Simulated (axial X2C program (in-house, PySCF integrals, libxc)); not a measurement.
# TiAl: from the state search to constants, part 2 of 2

Computed with an in-house X2C program for linear molecules on PySCF integrals; all-electron X2C, Ti dyall-cv3z, Al dyall-v3z.

## 9. PBE0, 2c

State followed: Ω = 1/2 (excess of +ω over −ω: ω = 1/2). The scan is laid around 2.494 Å, a first estimate of the minimum, and this SCF restarts from the orbitals of the search.

Output at 2.494 Å:

```text
two-component X2C + atomic mean field  PBE0
basis functions 165  fitting functions 961  grid points 5081
iter        total energy     max residual
   1      -1096.060192745     1.67e-05
   2      -1096.060192752     1.46e-05
converged
one-electron -1629.15205587  Coulomb 533.43197630  exact exchange -14.88791427  xc functional -45.91543356  nuclear repulsion 60.68351336  atomic mean-field constant -0.22027872
```

Along the bond, energies from the lowest point:

```
R (Å)  E (eV)  μ (D)  HOMO (eV)  LUMO (eV)  iterations
2.269  0.2165  -2.64      -4.76      -1.91          27
2.344  0.0866  -2.76      -4.62      -1.95          32
2.419  0.0188  -2.87      -4.50      -1.99          27
2.494  0.0000  -2.96      -4.38      -2.02           2
2.581  0.0256  -3.05      -4.26      -2.05          29
2.669  0.0892  -3.11      -4.14      -2.08          28
2.781  0.2079  -3.17      -4.00      -2.10          33
```

Dipoles are positive if Al is the positive end.

Outer spinors at the reference distance:

```
   ω  occupied  ε (eV)              atomic character  λ mixture
 1/2       yes   -9.35  57% Al s, 17% Ti s, 12% Ti p     100% σ
-1/2       yes   -7.57  63% Al s, 14% Ti s, 13% Ti p     100% σ
 1/2       yes   -5.03  43% Al p, 30% Ti d, 11% Ti s     100% σ
-3/2       yes   -4.90                      99% Ti d     100% δ
 1/2       yes   -4.84   50% Ti d, 38% Ti s, 8% Al p     100% σ
-1/2       yes   -4.52   55% Ti d, 32% Al p, 9% Ti p     100% π
 3/2       yes   -4.38  49% Ti d, 37% Al p, 10% Ti p     100% π
-1/2        no   -2.02  44% Al p, 41% Ti s, 11% Ti p     100% σ
 1/2        no   -1.71  47% Ti p, 27% Al p, 14% Ti s     100% σ
-1/2        no   -1.63  41% Ti p, 37% Ti d, 20% Al p     100% π
 3/2        no   -1.47  42% Ti d, 40% Ti p, 16% Al p     100% π
```

PBE0 fields in the half plane through the axis: z from -2.4 to 4.8 Å across, distance from the axis 0.15 to 2.25 Å upwards; Ti lies at z = 0 and Al at z = 2.494 Å; the ELF is damped to zero where the density is low.

log10 density (e/bohr³). Ten even steps from '0' (-4.04 ) to '9' (1.40 ):
```
0001111222222222222111000
0011122222222222222221110
0111222333333333333322110
0112233333333334433332211
1122334444444444444433221
1122345565544444544443321
1223346777654445665443322
1223456797655457986443322
```

ELF. Ten even steps from ' ' (0.01 ) to '@' (0.96 ):
```
      ....::--============++++++========--..      
    ....::----======++++******************==--..  
  ....::::::::----====**########%%%%%%%%%%##++--..
  ..::........::::::--++##%%%%%%%%%%@@@@@@%%%%**::
..::::....  ..::--::::--**%%%%##++**%%@@@@@@@@##++
::----......::++##++::::++##++..    ::%%@@@@@@%%**
--==--::::--**%%%%%%++::==**....##**  --@@@@@@@@##
======----**%%::%%::%%====++  %%**%%==..%%@@@@@@%%
```

Re = 2.490 Å, ωe = 329 cm⁻¹, ωexe = 1.4 cm⁻¹, Be = 0.1574 cm⁻¹, De = 1.46 eV, μ = -2.96 D.

## 10. HF, 2c

Output at 2.494 Å:

```text
two-component X2C + atomic mean field  HF
basis functions 165  fitting functions 961  grid points 5081
iter        total energy     max residual
   1      -1094.808501991     1.92e-01
   2      -1094.832525087     2.41e-02
   3      -1094.842383443     8.21e-02
   4      -1094.848850370     4.09e-02
   5      -1094.853189196     1.58e-02
   6      -1094.854296151     1.73e-02
   7      -1094.855677538     3.14e-03
   8      -1094.856232618     5.10e-03
   9      -1094.856676528     5.07e-03
  10      -1094.856822812     1.83e-03
  11      -1094.856874994     6.08e-04
  12      -1094.856891020     8.14e-04
  13      -1094.856897452     3.56e-04
  14      -1094.856899393     1.38e-04
  15      -1094.856900271     1.43e-04
  16      -1094.856900750     9.99e-05
  17      -1094.856901060     6.62e-05
  18      -1094.856901296     5.19e-05
  19      -1094.856901523     6.94e-05
  20      -1094.856901736     6.35e-05
  21      -1094.856901891     4.90e-05
  22      -1094.856901974     2.17e-05
  23      -1094.856902027     2.05e-05
  24      -1094.856902094     3.92e-05
  25      -1094.856902208     5.32e-05
  26      -1094.856902403     5.02e-05
  27      -1094.856902680     6.61e-05
  28      -1094.856902955     6.01e-05
  29      -1094.856903117     3.20e-05
  30      -1094.856903176     2.41e-05
  31      -1094.856903196     2.10e-05
  32      -1094.856903211     1.74e-05
  33      -1094.856903226     1.57e-05
  34      -1094.856903242     1.59e-05
  35      -1094.856903255     8.86e-06
  36      -1094.856903260     4.84e-06
  37      -1094.856903262     2.67e-06
converged
one-electron -1626.78804190  Coulomb 531.07973493  exact exchange -59.61183094  xc functional 0.00000000  nuclear repulsion 60.68351336  atomic mean-field constant -0.22027872
```

No constants are quoted: the lowest point is the long end of the scan.

## 11. BHandHLYP, 2c

The SCF at the reference distance of 2.494 Å:

```text
two-component X2C + atomic mean field  BHandHLYP
basis functions 165  fitting functions 961  grid points 5081
iter        total energy     max residual
   1      -1096.326004436     6.08e-02
   2      -1096.328391412     6.52e-03
   3      -1096.328720330     3.31e-02
   4      -1096.329844164     1.57e-02
   5      -1096.330286771     2.19e-03
   6      -1096.330488823     4.13e-03
   7      -1096.330524517     2.32e-03
   8      -1096.330543558     4.91e-04
   9      -1096.330556594     1.73e-03
  10      -1096.330574902     1.78e-03
  11      -1096.330588084     8.35e-04
  12      -1096.330593890     2.23e-04
  13      -1096.330595155     2.09e-04
  14      -1096.330595420     8.72e-05
  15      -1096.330595571     5.52e-05
  16      -1096.330595791     1.52e-04
  17      -1096.330596198     2.54e-04
  18      -1096.330597149     3.48e-04
  19      -1096.330600119     4.72e-04
  20      -1096.330607590     7.36e-04
  21      -1096.330609943     8.65e-04
  22      -1096.330619805     1.61e-03
  23      -1096.330653846     1.54e-03
  24      -1096.330742198     1.50e-03
  25      -1096.330835175     1.99e-03
  26      -1096.330875949     1.14e-03
  27      -1096.330932564     1.16e-03
  28      -1096.330978594     5.16e-04
  29      -1096.331001691     3.42e-04
  30      -1096.331017724     5.76e-04
  31      -1096.331021015     4.36e-04
  32      -1096.331022295     1.04e-04
  33      -1096.331022772     6.56e-05
  34      -1096.331023027     9.09e-05
  35      -1096.331023125     5.42e-05
  36      -1096.331023155     1.23e-05
  37      -1096.331023163     5.51e-06
converged
one-electron -1628.48352006  Coulomb 532.75706562  exact exchange -29.78134435  xc functional -31.28645901  nuclear repulsion 60.68351336  atomic mean-field constant -0.22027872
```

No constants are quoted: the lowest point is the long end of the scan.

## 12. Correlated methods, 2c

Correlated methods: 15 electrons correlated (frozen shells, counted by type: Ti 2 s, 1 p; Al 2 s, 1 p), 253 virtual spinors in MP2, 90 natural virtuals in coupled cluster.

Output of the correlated part at 2.494 Å:

```text
correlated 15  virtual 253  natural virtual 90  E(MP2) -0.410675750  MP2 remainder -0.029747431
iter   CCSD correlation   residual
   1     -0.399291984   1.52e-01
   2     -0.409937817   7.37e-02
   3     -0.413478030   5.19e-02
   4     -0.415493170   3.74e-02
   5     -0.417774944   2.33e-02
   6     -0.418390505   1.09e-02
   7     -0.418570112   5.36e-03
   8     -0.418661591   3.21e-03
   9     -0.418644977   2.04e-03
  10     -0.418696535   1.21e-03
  11     -0.418692305   6.24e-04
  12     -0.418708011   3.80e-04
  13     -0.418705635   2.26e-04
  14     -0.418706527   1.43e-04
  15     -0.418704946   9.70e-05
  16     -0.418704270   6.89e-05
  17     -0.418704186   5.01e-05
  18     -0.418704390   3.35e-05
  19     -0.418704428   1.99e-05
  20     -0.418704595   1.15e-05
  21     -0.418704445   7.67e-06
  22     -0.418704470   5.44e-06
  23     -0.418704400   3.54e-06
  24     -0.418704376   2.27e-06
  25     -0.418704361   1.39e-06
(T) -0.017716741  T1 0.0975  D1 0.2861  max T2 0.084
```

MP2: No constants are quoted: the reference changes its character somewhere along the scan, so the fit is set aside.

CCSD: No constants are quoted: the reference changes its character somewhere along the scan, so the fit is set aside.

CCSD(T): No constants are quoted: the reference changes its character somewhere along the scan, so the fit is set aside.

## 13. A higher determinant, 2c

State: Ω = 9/2 (excess of +ω over −ω: ω = 1/2, ω = 3/2, ω = 5/2).

Output at the reference distance:

```text
two-component X2C + atomic mean field  PBE0
basis functions 165  fitting functions 961  grid points 5081
iter        total energy     max residual
   1      -1096.059297335     8.81e-05
   2      -1096.059297336     4.58e-05
   3      -1096.059297353     8.23e-05
   4      -1096.059297362     2.25e-05
   5      -1096.059297366     4.60e-06
converged
one-electron -1629.14575375  Coulomb 533.42620706  exact exchange -14.88784020  xc functional -45.91514511  nuclear repulsion 60.68351336  atomic mean-field constant -0.22027872
```

```
R (Å)  E above the lowest PBE0 point (eV)
2.269                               0.241
2.344                               0.111
2.419                               0.043
2.494                               0.024
2.581                               0.050
2.669                               0.114
2.781                               0.232
```

Re = 2.490 Å, ωe = 329 cm⁻¹, ωexe = 1.4 cm⁻¹, Be = 0.1574 cm⁻¹, μ = -2.95 D. Te = 0.02 eV.

## 14. The 2c curves together

Energy (eV) of the followed determinant, 2c, from each level's lowest point:

```
R (Å)   PBE0  HF (jumps)  MP2 (its reference jumps)  CCSD (its reference jumps)  CCSD(T) (its reference jumps)  BHandHLYP (jumps)
2.269  0.216       0.605                      0.137                       0.192                          0.183              0.456
2.344  0.087       0.405                      0.037                       0.067                          0.059              0.328
2.419  0.019       0.268                      0.000                       0.008                          0.003              0.259
2.494  0.000       0.181                      0.010                       0.000                          0.000              0.224
2.581  0.026       0.120                      0.148                       0.071                          0.097              0.147
2.669  0.089       0.118                      0.242                       0.081                          0.148              0.059
2.781  0.208       0.000                      0.185                       0.017                          0.091              0.000
```

Time for the job: 4.6 min (1 thread of Arm Neoverse V1, shared host); peak memory 0.95 GiB.

## 15. Results

What follows sums up all 2 parts.

Lowest determinant that the search found at its distance, spin-free: M_S = 5/2, Λ = 2 (beyond closed shells: 2 × σα, π+α, π-α, δ+α).

Lowest determinant that the search found at its distance, 2c: Ω = 1/2 (excess of +ω over −ω: ω = 1/2).

```json
{"Hamiltonian": "spin-free", "level": "PBE0", "Re (Å)": "2.490", "ωe (cm⁻¹)": "329", "De (eV)": "1.44", "μ (D)": "-2.96"}
{"Hamiltonian": "spin-free", "level": "MP2", "Re (Å)": "2.439", "ωe (cm⁻¹)": "345", "De (eV)": "0.611", "μ (D)": "n/a"}
{"Hamiltonian": "spin-free", "level": "CCSD", "Re (Å)": "2.469", "ωe (cm⁻¹)": "346", "De (eV)": "0.561", "μ (D)": "n/a"}
{"Hamiltonian": "spin-free", "level": "CCSD(T)", "Re (Å)": "2.460", "ωe (cm⁻¹)": "358", "De (eV)": "0.700", "μ (D)": "n/a"}
{"Hamiltonian": "spin-free", "level": "BHandHLYP", "Re (Å)": "2.506", "ωe (cm⁻¹)": "288.5", "De (eV)": "0.274", "μ (D)": "-3.10"}
{"Hamiltonian": "2c", "level": "PBE0", "Re (Å)": "2.490", "ωe (cm⁻¹)": "329", "De (eV)": "1.46", "μ (D)": "-2.96"}
```

Dipoles are positive if Al is the positive end. No constants: spin-free HF (too few points lie around the minimum for a second fit to confirm the first); 2c HF (the lowest point is the long end of the scan); 2c MP2 (the reference changes its character somewhere along the scan, so the fit is set aside); 2c CCSD (the reference changes its character somewhere along the scan, so the fit is set aside); 2c CCSD(T) (the reference changes its character somewhere along the scan, so the fit is set aside); 2c BHandHLYP (the lowest point is the long end of the scan).

Time per point (s) on 1 thread of Arm Neoverse V1, shared host (2c runs); the times are rough: PBE0 1.1.

What this shows: At PBE0, going from spin-free to two-component changes Re by 0 mÅ, ωe by 0.0 %; the spin-free picture holds up (part of it comes from the scalar share of the two-electron terms). De moves by +0.01 eV; both De rest on single-determinant atoms, which can miss part of an open shell's spin–orbit lowering.

De refers to Ti + Al, each in the lowest determinant found, which need not be this curve's own limit. The state is a single determinant with fixed occupations, the lowest that a limited PBE0 search found. Dissociation energies refer to the lowest single-determinant-based atoms at the same level and basis. Density functionals use the spin component along the axis (collinear). Coupled cluster ran in a truncated set of natural virtual spinors; the MP2 energy of the rest was added. With several unpaired electrons one determinant need not be a pure state. T1 at Re is 0.069 (Lee–Taylor), above the customary mark of 0.02.
